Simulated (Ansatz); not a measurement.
# NbTe (P-6m2) in Ansatz: a series of runs

One crystal, NbTe, is run at these levels: PBEsol; tasks: phonons, elastic constants.

All numbers are computed with Ansatz 0.2.0; they aren't measurements. Logs are shortened: lines on timing, memory, paths and dates and some standing lists are left out, and cuts for length are marked.

## 1. The crystal as given

Symmetry: P-6m2, No. 187, hexagonal system. Conventional cell: a = 3.703 Å, b = 3.703 Å, c = 3.694 Å, α = 90.00°, β = 90.00°, γ = 120.00°. Around Te (site symmetry -6m2) lie 6 Nb at 2.83 Å. Nb (site symmetry -6m2) has 6 Te at 2.83 Å as nearest neighbours.

The cell comes from a database or a generator and needn't be the stable form of this composition.

## 2. Phonons, PBEsol

Contents of input.yaml:

```yaml
crystal:
  lattice:
    - [3.7029743866, 0.0, 0.0]
    - [-1.8514871933, 3.2068698884, 0.0]
    - [0.0, 0.0, 3.694211]
  atoms:
    - { symbol: Te, position: [0.6666666667, 0.3333333333, 0.0] }
    - { symbol: Nb, position: [0.0, 0.0, 0.5] }
hamiltonian:
  xc: pbesol
  pseudopotentials: { kind: paw }
kpoints:
  mp_grid: { grid: [6, 6, 5] }
scf:
  occupations: { method: fermi_dirac, width: 0.05 }
phonons:
  method: dfpt
```

Potentials or basis: Ansatz PAW.

The run is started by

```sh
> ansatz run input.yaml --threads 2 --pin off --max-ram 5632MiB --backend cpu --events-out ev --progress --plain --runs-dir out
```

The log of the run:

```text
Warning: RAYON_NUM_THREADS=2 ignored (pool sized by the plan → 2); use --threads N
zone centre: on kpoints.mp_grid the ground state, and the responses unless they are solved on pairs of k-points, stand on 39 of the mesh's 180 k-points, reduced under 4 symmetry operations, with k and −k counted as one. Each operation leaves every solved displacement unchanged or reverses it
Engine: ansatz 0.2.0, aarch64-unknown-linux-gnu
Pseudopotentials: kind: paw
Pseudopotential: Te, paw, valence charge 16, recommended cutoff 420 eV (normal), Te.paw.azcp
Pseudopotential: Nb, paw, valence charge 13, recommended cutoff 420 eV (normal), Nb.paw.azcp
Functional definition: PBEsol
  exchange = pbesol_x
  correlation = pbesol_c
Crystal: 2 atoms, lattice volume = 43.869 Å³
Basis set: ecut = 420 eV, 865 PW (Γ), exchange–correlation on 50×50×50 points (8 copies of the dense FFT grid, shifted against one another)
Bands: 19, of which v1, the nominal top of the filled ones, is band 15 counted from 1 (14 counted from 0)
Symmetry: 12 space group operations
k-points: 39 of 180 (irreducible under 4 space group operations, time reversal used)
Non-local potential: Te, projectors of the file, l = 0: 2, l = 1: 2, l = 2: 2, l = 3: 2
Non-local potential: Nb, projectors of the file, l = 0: 3, l = 1: 2, l = 2: 2, l = 3: 1
PAW form: soft (Blöchl's): semilocal exchange-correlation on the pseudo side does not see the compensation charge
PAW frozen core: Te, regenerated for the run's functional, and the local potential with it (the file was generated under x = pbe(κ = 0.804, μ = 0.2195149727645171), c = pbe(β = 0.06672455060314922))
PAW frozen core: Nb, regenerated for the run's functional, and the local potential with it (the file was generated under x = pbe(κ = 0.804, μ = 0.2195149727645171), c = pbe(β = 0.06672455060314922))
PAW one-centre angular grid: Te, 590 points (default); XC on 64 Gauss nodes
PAW one-centre angular grid: Nb, 590 points (default); XC on 64 Gauss nodes
Initial density: superposition of atomic densities (neutral atoms: chi_scale 0, normalization atom), corrected by the library's trained network
Initial wavefunctions: pseudopotential atomic-orbital guess
Functional: x = pbesol(κ = 0.804, μ = 0.12345679012345678), c = pbesol(β = 0.046)
SCF iter   1: F=—  HF=-11397.352868 eV  |F-HF|=—  |Δ(HF+E_count)|=         —  Δρ=9.01e-3  dr2=1.59e-2  ethr=1.77e-3  ⟨swp⟩=5.9  Hψ=3812  notcnv=0
preconditioner: auto → none  [metal: Δε(μ)=0.035 eV  Ē_g=7.570 eV  σ=0.050 eV  W_gap=0.17  n_scr=8 (ndim 8)  ℏωp=18.6 eV  f_vac=0.000  D(μ)=1.89/eV (n_scr^D=20)  sad-step TF]
SCF iter   2: F=—  HF=-11397.351218 eV  |F-HF|=—  |Δ(HF+E_count)|=   1.65e-3  Δρ=5.25e-3  dr2=6.33e-3  ethr=5.50e-5  ⟨swp⟩=1.4  Hψ=1075  notcnv=0
SCF iter   3: F=—  HF=-11397.350481 eV  |F-HF|=—  |Δ(HF+E_count)|=   7.37e-4  Δρ=3.34e-4  dr2=2.34e-5  ethr=2.18e-5  ⟨swp⟩=2.6  Hψ=937  notcnv=0
SCF iter   4: F=—  HF=-11397.350480 eV  |F-HF|=—  |Δ(HF+E_count)|=   1.37e-6  Δρ=7.44e-5  dr2=2.88e-6  ethr=8.06e-8  ⟨swp⟩=2.0  Hψ=1314  notcnv=0
SCF iter   5: F=—  HF=-11397.350479 eV  |F-HF|=—  |Δ(HF+E_count)|=   1.00e-6  Δρ=1.36e-5  dr2=5.07e-8  ethr=9.93e-9  ⟨swp⟩=2.9  Hψ=1391  notcnv=0
SCF iter   6: F=—  HF=-11397.350479 eV  |F-HF|=—  |Δ(HF+E_count)|=   1.99e-9  Δρ=3.23e-6  dr2=2.31e-9  ethr=1.75e-10  ⟨swp⟩=2.0  Hψ=1097  notcnv=0
SCF iter   7: F=—  HF=-11397.350479 eV  |F-HF|=—  |Δ(HF+E_count)|=  1.07e-10  Δρ=7.23e-7  dr2=2.00e-10  ethr=7.95e-12  ⟨swp⟩=2.2  Hψ=1160  notcnv=0
SCF iter   8: F=-11397.350479 eV  HF=-11397.350479 eV  |F-HF|=3.64e-12  |Δ(HF+E_count)|=  3.46e-11  Δρ=1.11e-7  dr2=2.28e-12  ethr=1.00e-12  ⟨swp⟩=5.1  Hψ=3771  notcnv=0
SCF 1 converged in 8 iterations: F = -11397.350479 eV  dr2 = 2.28e-12
DFPT response loops at Γ: preconditioner auto → Kerker (q_TF=auto, 2.546 Å⁻¹) (partly filled bands, converged f_vac=0.000); β = 1.00, the filter's whole step (`scf.mixing.beta` (0.50) is not read by the response loops under this deck's `scf.mixing.preconditioner`; to damp them name `kerker` or `kerker_dos`, under which they read `scf.mixing.beta`, and type it under 1.00, their step now; both keys bind the ground state too); Broyden in place of MSR1
SCF converged after 8 iterations
Free energy (F): -11397.350479 eV
Harris-Foulkes:  -11397.350479 eV  (|F-HF|=3.64e-12)
Internal energy: -11397.335532 eV  (E = F + TS)
E sigma→0 (E₀):  -11397.343005 eV
Entropy (-TS):   -0.014947 eV (-7.473 meV/atom)
Fermi energy:    15.840937 eV
--- Per-component energies (eV) ---
  E_band       = -281.835871
  E_kinetic    = 575.868472
  E_local      = -1735.492982  (includes V_loc(G=0)·N_el)
  E_nonlocal   = -184.093231
  E_hartree    = 934.922182
  E_xc         = -297.718849
  E_vxc        = -316.704779  (∫ρ·V_xc dr)
  E_paw        = -7604.278016  (= ΣΔE_a)
  E_vpaw       = -491.257558  (= ΣTr[D̂ρ^β])
  E_aug_tail   = -0.000176  (compensation charges beyond the density's cutoff)
  E_ewald      = -3087.106456
  E_core_change = 0.563524  (= ΣΔE_core)
  E_smearing   = -0.014947  (= −TS)
  E_closure    = 0.000000  (closes the sum)
  Σ components = -11397.350479   (vs F -11397.350479, Δ=0.00e0)
--- Band table (eV; the first three rows and the last of 39) ---
  k-point 0: bands = ["-39.7240", "-22.2566", "-22.2566", "-22.2468", "-22.2468", "-22.2467", "-15.9460", "-15.7509", "-15.7509", "1.4691", "12.5940", "12.5940", "12.7382", "13.3947", "15.8944", "15.8944", "18.1884", "18.1884", "18.5367"]
  k-point 1: bands = ["-39.7222", "-22.2560", "-22.2560", "-22.2489", "-22.2489", "-22.2423", "-15.9859", "-15.7469", "-15.7469", "1.8508", "10.6606", "12.8086", "12.8086", "14.5896", "15.1936", "15.1936", "18.4355", "18.4355", "19.4280"]
  k-point 2: bands = ["-39.7193", "-22.2547", "-22.2547", "-22.2526", "-22.2526", "-22.2352", "-16.0497", "-15.7405", "-15.7405", "2.6412", "8.5405", "13.1069", "13.1069", "14.7659", "14.7659", "16.0706", "17.6185", "17.6185", "20.6027"]
  k-point 38: bands = ["-39.7113", "-22.2581", "-22.2557", "-22.2510", "-22.2445", "-22.2286", "-16.0073", "-15.8521", "-15.7810", "3.4591", "9.6858", "10.0930", "11.3727", "14.3049", "16.7812", "17.0478", "17.4804", "18.7903", "19.5884"]
--- Phonons (Γ-DFPT): 4 representative perturbations + reference, on 39 of 180 k-points (Σ response iterations 12) ---
  k mesh reduced under 4 symmetry operations, with k and −k counted as one. Each operation leaves every solved displacement unchanged or reverses it
  ASR residual: 1.959e-4 → 0.000e0 eV/Å²; symmetrization residual: 1.568e-5 eV/Å²
  ASR residual per site (eV/Å²): 6.08e-5 1.96e-4
  Γ frequencies (cm⁻¹): 0.00 0.00 0.00 214.52 214.52 219.69
  non-analytic LO–TO correction: not included (Born effective charges unavailable; polar crystals: no LO–TO splitting at Γ)
```

Run time: 7.2 s. Hardware: 2 threads of Arm Neoverse V2, shared host; peak memory 0.43 GiB.

What came out:

```yaml
Free_energy: -11397.3505 eV
Band_gap_on_the_k_mesh: none (metal or under the smearing width)
Highest_phonon_frequency_at_Γ: 220 cm⁻¹
```

Phonon frequencies in cm⁻¹ (negative: imaginary):
```
              q point        frequencies
(0.000, 0.000, 0.000)  0 0 0 215 215 220
```

Caveat: the PAW data sets come from PBE, with cores solved anew for the run's functional, which leaves a small shift of forces and pressure.

## 3. Elastic constants, PBEsol

input.yaml: that of step 2 with these lines changed.

```diff
@@ -15,3 +15,7 @@
   occupations: { method: fermi_dirac, width: 0.05 }
-phonons:
-  method: dfpt
+output:
+  forces: true
+  stress: true
+elastic:
+  mode: relaxed_ion
+  stencil: two_point
```

Potentials or basis: Ansatz PAW.

The run is started by

```sh
> ansatz run input.yaml --threads 2 --pin off --max-ram 5632MiB --backend cpu --events-out ev --progress --plain --runs-dir out
```

It took 27 s on 2 threads of Arm Neoverse V2, shared host; peak memory 0.38 GiB.

The run converged. Its results:

```yaml
Free_energy: -11397.3505 eV
Pressure: -5.1 GPa
Band_gap_on_the_k_mesh: none (metal or under the smearing width)
Voigt_bulk_modulus: 111 GPa
```

Stress tensor (GPa, compression positive):
```
-5.05  0.00  0.00
 0.00 -5.05  0.00
 0.00  0.00 -5.33
```

Levels at points of the mesh, in eV from the Fermi level:
```
            k point  band 13  band 14  band 15  band 16  band 17  band 18
 (0.00, 0.00, 0.00)    -3.10    -2.45     0.05     0.05     2.35     2.35
(0.00, -0.50, 0.00)    -2.74    -2.70    -0.27     1.15     1.40     2.93
```

Elastic tensor in Voigt notation (GPa, in the Cartesian axes of the cell as first typed):
```
155  60  86   0   0   0
 60 155  86   0   0   0
 86  86 227   0   0   0
  0   0   0  82   0   0
  0   0   0   0  82   0
  0   0   0   0   0  47
```

Caveat: the cell is more than 3 GPa from zero pressure, which shifts response properties; elastic constants of metals need much finer meshes, so these are rough; the PAW data sets come from PBE, with cores solved anew for the run's functional, which leaves a small shift of forces and pressure. Spin-orbit coupling is left out, which matters for the levels of Te.
